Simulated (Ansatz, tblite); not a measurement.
# The cluster Li7H8−: rung by rung

Aim: run the singlet of the cluster Li7H8− at one geometry on many levels, and compare frontier levels, spin and run time.

The runs use Ansatz 0.2.0, Gaussian basis; as each input shows.

Plan: GFN1-xTB, GFN2-xTB, PBE-D4/def2-TZVPD, r2SCAN-D4/def2-TZVPD, LC-ωPBE/def2-TZVPD, BHLYP-D4/def2-TZVPD, B3LYP-D4/def2-TZVPD, B97M-V/def2-TZVPD, HSE06-D4/def2-TZVPD, PBE+5HF/def2-TZVPD, PBE+10HF/def2-TZVPD, PBE+15HF/def2-TZVPD, PBE+35HF/def2-TZVPD, PBE+50HF/def2-TZVPD, PBE-D4/def2-SVPD, PBE0-D4/def2-SVPD, HF/6-31G, B3LYP-D4/6-31G, CCSD(T)/def2-TZVPD, RPA/def2-TZVPD.

1 further run of the same task is left out (set aside as unsound or not needed). Runs told in other sessions of the task aren't counted.

## (1) The structure

The geometry is that of the singlet, from an earlier relaxation (PBE0-D4/def2-TZVPD). At that level it is the lowest of the isomers that a small search found.

15 atoms, charge -1, spin multiplicity 1.

Bond lengths: Li1–Li2 2.560 Å, Li1–Li4 2.560 Å, Li1–Li5 2.560 Å, Li1–Li7 2.560 Å, Li1–H9 1.838 Å, Li1–H13 1.838 Å, Li2–Li3 2.498 Å, Li2–H9 1.900 Å, Li2–H12 1.770 Å, Li2–H14 1.792 Å, Li3–Li4 2.500 Å, Li3–H12 1.783 Å, Li3–H15 1.783 Å, Li4–H9 1.902 Å, Li4–H10 1.791 Å, Li4–H15 1.770 Å, Li5–Li6 2.500 Å, Li5–H11 1.770 Å and more. Angles: Li2–Li1–Li4 85.6°, Li2–Li1–Li5 88.6°, Li2–Li1–Li7 154.4°, Li2–Li1–H9 47.8°, Li2–Li1–H13 135.8°, Li4–Li1–Li5 153.3°, Li4–Li1–Li7 88.5°, Li4–Li1–H9 47.8°, Li4–Li1–H13 135.9°, Li5–Li1–Li7 85.6°, Li5–Li1–H9 135.9°, Li5–Li1–H13 47.9°, Li7–Li1–H9 135.8°, Li7–Li1–H13 47.8°, H9–Li1–H13 168.3°, Li1–Li2–Li3 92.3°, Li1–Li2–H9 45.8°, Li1–Li2–H12 137.4° and more.

As a file:

```xyz
15

Li    0.3335   -0.4910    0.0166
Li    1.5441    0.9564   -1.7134
Li    0.1138    0.1029   -3.5751
Li   -1.3435   -0.9786   -1.8552
Li    1.3480    0.9728    1.8553
Li   -0.2490    0.0965    3.5682
Li   -1.5134   -1.0020    1.7148
H    -1.8829   -0.5970    3.3980
H     0.5282   -0.6466   -1.8043
H    -1.5479   -1.0241   -0.0762
H     0.9830    1.3851    3.5378
H     1.3557    1.3730   -3.4236
H     0.3483   -0.6452    1.8481
H     1.5210    1.0638    0.0747
H    -1.5389   -0.5658   -3.5657
```

The ion is computed in the gas phase, without counter-ions or solvent.

PBE0-D4/def2-TZVPD was run before; its log isn't repeated, and its numbers join the tables.

## (2) GFN1-xTB

Tight binding, by tblite at 300 K electronic temperature and without a spin-polarisation term:

```python
tblite.interface.Calculator('GFN1-xTB', numbers, positions, charge=-1, uhf=0).singlepoint()
```

Energy -203.5702 eV, HOMO -8.21 eV, LUMO -5.44 eV; 0.005 s.

## (3) GFN2-xTB

Tight binding, by tblite at 300 K electronic temperature and without a spin-polarisation term:

```python
tblite.interface.Calculator('GFN2-xTB', numbers, positions, charge=-1, uhf=0).singlepoint()
```

Energy -174.2398 eV, HOMO -8.06 eV, LUMO -0.16 eV; 0.012 s.

## (4) PBE-D4/def2-TZVPD

start.molden holds the orbitals of an earlier run on this state, given as this run's starting guess.

Input file in.yaml:

```yaml
crystal:
  periodic: [false, false, false]
  atoms:
    - {symbol: Li, position_ang: [0.333451, -0.491024, 0.016642]}
    - {symbol: Li, position_ang: [1.544095, 0.956357, -1.713446]}
    - {symbol: Li, position_ang: [0.113766, 0.102888, -3.575089]}
    - {symbol: Li, position_ang: [-1.343507, -0.978586, -1.855212]}
    - {symbol: Li, position_ang: [1.347987, 0.972756, 1.855314]}
    - {symbol: Li, position_ang: [-0.249039, 0.096475, 3.568169]}
    - {symbol: Li, position_ang: [-1.513359, -1.001967, 1.714776]}
    - {symbol: H, position_ang: [-1.882856, -0.596994, 3.397964]}
    - {symbol: H, position_ang: [0.528222, -0.646638, -1.804252]}
    - {symbol: H, position_ang: [-1.547860, -1.024099, -0.076224]}
    - {symbol: H, position_ang: [0.982986, 1.385132, 3.537783]}
    - {symbol: H, position_ang: [1.355726, 1.372997, -3.423580]}
    - {symbol: H, position_ang: [0.348294, -0.645234, 1.848124]}
    - {symbol: H, position_ang: [1.521005, 1.063780, 0.074698]}
    - {symbol: H, position_ang: [-1.538911, -0.565833, -3.565668]}
basis:
  gaussian: {orbitals: def2-TZVPD, initial_orbitals: start.molden}
total_charge: -1
hamiltonian: {xc: pbe, dispersion: d4}
scf: {omitted_lower_state_checks: [starts]}
output: {orbitals: {seedname: orbitals}}
```

Started as:

```sh
$ ansatz run in.yaml --threads 4 --pin off --events-out ev --progress --plain --max-ram 3916MiB
```

Further steps of the session: r2SCAN-D4/def2-TZVPD; LC-ωPBE/def2-TZVPD; BHLYP-D4/def2-TZVPD; B3LYP-D4/def2-TZVPD; B97M-V/def2-TZVPD; HSE06-D4/def2-TZVPD; PBE+5HF/def2-TZVPD; PBE+10HF/def2-TZVPD; PBE+15HF/def2-TZVPD; PBE+35HF/def2-TZVPD; PBE+50HF/def2-TZVPD; PBE-D4/def2-SVPD; PBE0-D4/def2-SVPD; HF/6-31G; B3LYP-D4/6-31G; CCSD(T)/def2-TZVPD; RPA/def2-TZVPD.

Q: Predict the results of all the runs planned. Wanted: gap in def2-TZVPD, named functionals, smallest and largest; gap over the share of exact exchange; correlation energy, CCSD(T)/def2-TZVPD; PBE0 total energy, smallest basis above largest.

**Answer**, as computed:

| quantity | value |
| --- | --- |
| gap in def2-TZVPD, named functionals, smallest and largest | 3.03 eV (PBE-D4), 8.26 eV (LC-ωPBE) |
| gap over the share of exact exchange | 3.03 eV at 0, 6.15 eV at 0.5 |
| correlation energy, CCSD(T)/def2-TZVPD | -14.11 eV |
| PBE0 total energy, smallest basis above largest | 1.15 eV (def2-SVPD, def2-TZVPD) |

What this shows: Over the named functionals in def2-TZVPD the gap runs from 3.03 eV (PBE-D4) to 8.26 eV (LC-ωPBE); exact exchange widens it. Raising the share of exact exchange from 0 to 0.5 moves the HOMO by -2.13 eV and the LUMO by +1.00 eV.
